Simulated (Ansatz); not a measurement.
# ZnNH3: functionals against CCSD(T) at one geometry

A test off equilibrium: a structure displaced at random from a GFN2-xTB minimum is computed at several levels, and each is set against CCSD(T).

The runs use Ansatz 0.2.0, Gaussian basis; single points in def2-TZVPP.

Cores are frozen in the correlated methods. The 3s and 3p shells of Cu and Zn are frozen; filled d shells are correlated.

**1. Where the work starts**

SMILES `[NH2][ZnH]`, 5 atoms, charge 0, spin multiplicity 1.

Atoms are counted from 1 here; the program's logs count them from 0.

Bond lengths: N1–Zn2 1.807 Å, N1–H3 1.004 Å, N1–H4 0.955 Å, Zn2–H5 1.439 Å. Angles: Zn2–N1–H3 122.5°, Zn2–N1–H4 123.7°, H3–N1–H4 108.9°, N1–Zn2–H5 164.8°.

Geometry (Å):

```xyz
5
H3NZn
N    -0.3051   -0.7224    0.1156
Zn    0.3945    0.9072   -0.2319
H    -0.9634   -1.1685   -0.4974
H     0.1428   -1.3922    0.6273
H     0.8258    2.2775   -0.1571
```

**2. CCSD(T)/def2-TZVPP**

Input file run/in.yaml:

```yaml
crystal:
  periodic: [false, false, false]
  atoms:
    - {symbol: N, position_ang: [-0.305100, -0.722400, 0.115600]}
    - {symbol: Zn, position_ang: [0.394500, 0.907200, -0.231900]}
    - {symbol: H, position_ang: [-0.963400, -1.168500, -0.497400]}
    - {symbol: H, position_ang: [0.142800, -1.392200, 0.627300]}
    - {symbol: H, position_ang: [0.825800, 2.277500, -0.157100]}
basis:
  gaussian: {orbitals: def2-TZVPP}
correlation: {method: ccsd_t, frozen_orbitals: {H: 0, "N": 1, Zn: 9}}
output: {forces: true}
```

The command line of these runs was not kept.

**3. PBE0-D4/def2-TZVPP**

Edit run/in.yaml of step 2 so:

```diff
@@ -10,3 +10,3 @@
   gaussian: {orbitals: def2-TZVPP}
-correlation: {method: ccsd_t, frozen_orbitals: {H: 0, "N": 1, Zn: 9}}
-output: {forces: true}
+hamiltonian: {xc: pbe0, dispersion: d4}
+output: {forces: true, orbitals: {seedname: orbitals}}
```

**4. wB97M-V/def2-TZVPP**

Edit run/in.yaml of step 3 so:

```diff
@@ -10,3 +10,3 @@
   gaussian: {orbitals: def2-TZVPP}
-hamiltonian: {xc: pbe0, dispersion: d4}
-output: {forces: true, orbitals: {seedname: orbitals}}
+hamiltonian: {xc: {name: wB97M-V}}
+output: {forces: true}
```

**5. r2SCAN-D4/def2-TZVPP**

Edit run/in.yaml of step 4 so:

```diff
@@ -10,3 +10,3 @@
   gaussian: {orbitals: def2-TZVPP}
-hamiltonian: {xc: {name: wB97M-V}}
+hamiltonian: {xc: r2scan, dispersion: d4}
 output: {forces: true}
```

**6. PBE-D4/def2-TZVPP**

Edit run/in.yaml of step 5 so:

```diff
@@ -10,3 +10,3 @@
   gaussian: {orbitals: def2-TZVPP}
-hamiltonian: {xc: r2scan, dispersion: d4}
+hamiltonian: {xc: pbe, dispersion: d4}
 output: {forces: true}
```

**7. CAM-B3LYP-D4/def2-TZVPP**

Edit run/in.yaml of step 6 so:

```diff
@@ -10,3 +10,3 @@
   gaussian: {orbitals: def2-TZVPP}
-hamiltonian: {xc: pbe, dispersion: d4}
+hamiltonian: {xc: {name: CAM-B3LYP}, dispersion: d4}
 output: {forces: true}
```

**8. B97M-V/def2-TZVPP**

Edit run/in.yaml of step 7 so:

```diff
@@ -10,3 +10,3 @@
   gaussian: {orbitals: def2-TZVPP}
-hamiltonian: {xc: {name: CAM-B3LYP}, dispersion: d4}
+hamiltonian: {xc: {name: B97M-V}}
 output: {forces: true}
```

(Steps that only read results are left out.)

Q: Predict the outcome of this session. Wanted: energy less free atoms, CCSD(T)/def2-TZVPP; RMS force component; RMS force error; HOMO and LUMO, PBE0-D4; T1 diagnostic.

**Answer**, as computed:

| quantity | value |
| --- | --- |
| energy less free atoms, CCSD(T)/def2-TZVPP | -281.1 kcal/mol |
| RMS force component | 1.095 to 1.221 eV/Å over the methods |
| RMS force error | PBE0-D4 0.057, wB97M-V 0.042, r2SCAN-D4 0.067, PBE-D4 0.145, CAM-B3LYP-D4 0.056, B97M-V 0.109 eV/Å |
| HOMO and LUMO, PBE0-D4 | -6.71 and -0.33 eV |
| T1 diagnostic | 0.016 |

What this shows: Against CCSD(T) the functionals' energies less atoms differ by -13.1 to -6.4 kcal/mol, PBE-D4 by -12.5 kcal/mol. CCSD(T) in triple zeta still lacks some correlation energy of the bonds, so part of these gaps is its own basis error and they don't rank the functionals. On forces the order runs from wB97M-V to PBE-D4. Frozen-core CCSD(T) forces in triple zeta carry basis errors of their own, and this is one geometry, so small gaps rank nothing.
